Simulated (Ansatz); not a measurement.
# PBE/6-311+G(d,p) run of BN2H5 (SMILES NBN)

What is the electronic atomisation energy of BN2H5 at PBE/6-311+G**? 

Program for the calculation: Ansatz 0.2.0.

41 further runs of the same task are left out: 41 set aside as unsound or not needed.

### Step 1. Starting point

The species is BN2H5 (8 atoms), meant as a singlet with charge 0. SMILES: `NBN`. The shape is that of a PBE0-D4/def2-TZVP optimisation.

Bond lengths: N1–B2 1.409 Å, B2–N3 1.409 Å, N1–H4 1.005 Å, N1–H5 1.002 Å, B2–H6 1.200 Å, N3–H7 1.003 Å, N3–H8 1.005 Å. Angles: N1–B2–N3 122.9°, N1–B2–H6 118.5°, N3–B2–H6 118.5°, B2–N1–H4 124.5°, B2–N1–H5 121.9°, B2–N3–H7 121.9°, B2–N3–H8 124.5°, H4–N1–H5 113.6°, H7–N3–H8 113.6°.

### Step 2. The energy at PBE/6-311+G(d,p)

Input file input.yaml:

```yaml
crystal:
  periodic: [false, false, false]
  atoms:
    - symbol: "N"
      position_ang: [-0.971000, 0.516500, -0.581100]
    - symbol: B
      position_ang: [0.194200, 0.386600, 0.200500]
    - symbol: N
      position_ang: [0.848200, -0.845200, 0.401400]
    - symbol: H
      position_ang: [-1.426800, -0.244500, -1.053400]
    - symbol: H
      position_ang: [-1.423900, 1.400900, -0.713700]
    - symbol: H
      position_ang: [0.649700, 1.368600, 0.718000]
    - symbol: H
      position_ang: [1.676700, -0.919800, 0.960900]
    - symbol: H
      position_ang: [0.545000, -1.720300, 0.011600]
basis:
  gaussian: {orbitals: 6-311+G_st__st_.json}
output: {orbitals: {seedname: orbitals}}
accuracy: high
hamiltonian: {xc: pbe}
```

The basis set 6-311+G** is read from a file made from the Basis Set Exchange's data (not shown).

Launch:

```
$ ansatz run input.yaml --threads 1 --pin off --max-ram 3480MiB --events-out events.jsonl --progress --plain --runs-dir runs
```

The program printed:

```text
Warning: RAYON_NUM_THREADS=1 ignored (pool sized by the plan → 1); use --threads N
Functional definition: PBE
  name "PBE"
  parameter kappa = 0.804
  parameter beta = 0.06672455060314922
  exchange = pbe_x(kappa = kappa, mu = beta*pi^2/3)
  correlation = pbe_c(beta = beta)
1919 factors; integrals over basis functions are off by at most 3.4e-9 eV
mean field evaluation 1: about -3719.8039 eV, gradient 9.3e1 eV
mean field evaluation 2: about -3648.2104 eV, gradient 1.7e2 eV
mean field evaluation 4: about -3736.3013 eV, gradient 3.6e0 eV
mean field evaluation 8: about -3736.3271 eV, gradient 8.5e-2 eV
mean field evaluation 16: about -3736.3271 eV, gradient 1.2e-6 eV
mean field -3736.32709201 eV, -137.3074880580 hartree, gradient 1.4e-8 eV, S^2 0.000000; 0 other end points of the search recorded, 0 dependent functions left out
reference -3736.32709705 eV, -137.3074882432 hartree; 12, 12 occupied and 84, 84 virtual orbitals, 1919 factors
Total energy: -3736.32709705 eV, -137.3074882432 hartree
```

Run time: 2.9 s. Hardware: 1 thread of Intel Xeon 6975P-C (Granite Rapids), shared host; peak memory 0.24 GiB.

### Step 3. The B atom

Input file molecule.yaml:

```yaml
crystal:
  periodic: [false, false, false]
  atoms:
    - {symbol: B, position_ang: [0.000000, 0.000000, 0.000000]}
basis:
  gaussian:
    orbitals: 6-311+G_st__st_.json
magnetization:
  spin_polarized: true
  initial_magnetization: 1
hamiltonian:
  xc: pbe
accuracy: high
```

The basis set 6-311+G** is read from a file made from the Basis Set Exchange's data (not shown).

Launch:

```
$ ansatz run molecule.yaml --threads 1 --pin off --max-ram 3480MiB --events-out events.jsonl --progress --plain --runs-dir runs
```

The program printed:

```text
Warning: RAYON_NUM_THREADS=1 ignored (pool sized by the plan → 1); use --threads N
Functional definition: PBE
  name "PBE"
  parameter kappa = 0.804
  parameter beta = 0.06672455060314922
  exchange = pbe_x(kappa = kappa, mu = beta*pi^2/3)
  correlation = pbe_c(beta = beta)
166 factors; integrals over basis functions are off by at most 2.7e-9 eV
mean field evaluation 1: about -669.4872 eV, gradient 3.8e0 eV
mean field evaluation 2: about -669.5970 eV, gradient 2.0e0 eV
mean field evaluation 4: about -669.6345 eV, gradient 2.0e-1 eV
mean field evaluation 8: about -669.6334 eV, gradient 5.2e-4 eV
mean field evaluation 16: about -669.5290 eV, gradient 3.3e0 eV
mean field evaluation 32: about -669.6371 eV, gradient 6.0e-2 eV
mean field -669.63340899 eV, -24.6085738865 hartree, gradient 1.8e-8 eV, S^2 0.752359; 2 other end points of the search recorded, 0 dependent functions left out
reference -669.63341284 eV, -24.6085740279 hartree; 3, 2 occupied and 19, 20 virtual orbitals, 166 factors
Total energy: -669.63341284 eV, -24.6085740279 hartree
```

It took 0.36 s on 1 thread of Intel Xeon 6975P-C (Granite Rapids), shared host.

### Step 4. The H atom at the same level

Input file input.yaml:

```yaml
crystal:
  periodic: [false, false, false]
  atoms:
    - {symbol: H, position_ang: [0.000000, 0.000000, 0.000000]}
basis:
  gaussian: {orbitals: 6-311+G_st__st_.json}
magnetization: {spin_polarized: true, initial_magnetization: 1}
hamiltonian: {xc: pbe}
accuracy: high
```

The basis set 6-311+G** is read from a file made from the Basis Set Exchange's data (not shown).

Run the same way, it converges to -0.49962 Eh (log not shown).

### Step 5. The N atom

Input file run.yaml:

```yaml
crystal:
  periodic: [false, false, false]
  atoms:
    - symbol: N
      position_ang: [0.000000, 0.000000, 0.000000]
basis:
  gaussian:
    orbitals: 6-311+G_st__st_.json
magnetization:
  spin_polarized: true
  initial_magnetization: 3
hamiltonian:
  xc: pbe
accuracy: high
```

The basis set 6-311+G** is read from a file made from the Basis Set Exchange's data (not shown).

Launch:

```
$ ansatz run run.yaml --threads 1 --pin off --max-ram 3480MiB --events-out events.jsonl --progress --plain --runs-dir runs
```

The program printed:

```text
Warning: RAYON_NUM_THREADS=1 ignored (pool sized by the plan → 1); use --threads N
Functional definition: PBE
  name "PBE"
  parameter kappa = 0.804
  parameter beta = 0.06672455060314922
  exchange = pbe_x(kappa = kappa, mu = beta*pi^2/3)
  correlation = pbe_c(beta = beta)
169 factors; integrals over basis functions are off by at most 2.8e-9 eV
mean field evaluation 1: about -1483.4217 eV, gradient 9.3e0 eV
mean field evaluation 2: about -1483.4526 eV, gradient 8.8e0 eV
mean field evaluation 4: about -1483.8091 eV, gradient 1.5e-1 eV
mean field evaluation 8: about -1483.8089 eV, gradient 5.6e-4 eV
mean field -1483.80886861 eV, -54.5289701595 hartree, gradient 1.6e-8 eV, S^2 3.752491; 0 other end points of the search recorded, 0 dependent functions left out
reference -1483.80887196 eV, -54.5289702828 hartree; 5, 2 occupied and 17, 20 virtual orbitals, 169 factors
Total energy: -1483.80887196 eV, -54.5289702828 hartree
```

It took 0.18 s on 1 thread of Intel Xeon 6975P-C (Granite Rapids), shared host.

### Step 6. Summary of results

At PBE/6-311+G**:

```
                     quantity          value
       molecule: total energy  -137.30749 Eh
        molecule: HOMO energy       -5.56 eV
        molecule: LUMO energy       -0.43 eV
      molecule: HOMO–LUMO gap        5.12 eV
         B atom: total energy   -24.60857 Eh
                 B atom: ⟨S²⟩          0.752
         H atom: total energy    -0.49962 Eh
                 H atom: ⟨S²⟩          0.750
         N atom: total energy   -54.52897 Eh
                 N atom: ⟨S²⟩          3.752
electronic atomisation energy      31.099 eV
```

What this shows: Taking the molecule apart into free atoms costs 31.10 eV (3001 kJ/mol), before zero-point energy and without spin-orbit coupling.
